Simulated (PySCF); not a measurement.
# C2H10OSi2: the cost of one run

Programs: PySCF 2.14.0, with density-fitted response routines of our own. Each step states its level of theory. These are calculated values for one molecule in the gas phase, unless marked as measured. Atoms count from 0, in the outputs and in this text.

### 1 Starting geometry

15 atoms, charge 0, multiplicity 1; geometry from: GFN2-xTB. The atoms were then displaced at random by about 0.01 Å, so the start is not that level's minimum.

Bonds of the start (Å): C0–O1 1.37, O1–C2 1.41, C2–Si3 1.96, Si3–Si4 2.29, C0–H5 1.09, C0–H6 1.10, C0–H7 1.12, C2–H8 1.11, C2–H9 1.08, Si3–H10 1.48, Si3–H11 1.48, Si4–H12 1.44, Si4–H13 1.45, Si4–H14 1.46.

### 2 Geometry optimisation at PBE0-D3(BJ)/def2-SVP

What the job is given:

```
{"job": {"xc": "PBE0", "basis": "def2-SVP", "d3": "d3bj", "grid": 1, "shake": 0.01, "kind": "geom"}, "charge": 0, "multiplicity": 1}
C     -2.063120     0.949010    -0.655110
O     -0.846400     0.643240    -0.102850
C     -0.824540    -0.632360     0.499800
Si     1.029300    -0.777220     1.121100
Si     2.318090     0.083630    -0.565690
H     -2.364230     0.270260    -1.453080
H     -2.863720     0.970160     0.103220
H     -1.974530     1.979150    -1.086790
H     -1.551330    -0.683600     1.331930
H     -1.069120    -1.408180    -0.214930
H      1.191170    -2.200450     1.476000
H      1.071590    -0.060520     2.412180
H      3.715680    -0.084360    -0.250130
H      2.090670    -0.577850    -1.836940
H      2.125170     1.511690    -0.785950
```

Started as:

```
$ OMP_NUM_THREADS=1 python probes_run.py task.json out
```

This one command runs all jobs of the session in turn.

**Question.** How long does this first job take on 1 thread of Arm Neoverse V2, shared host, and how much memory does it need?

About 51 s, with a peak of 0.55 GiB.
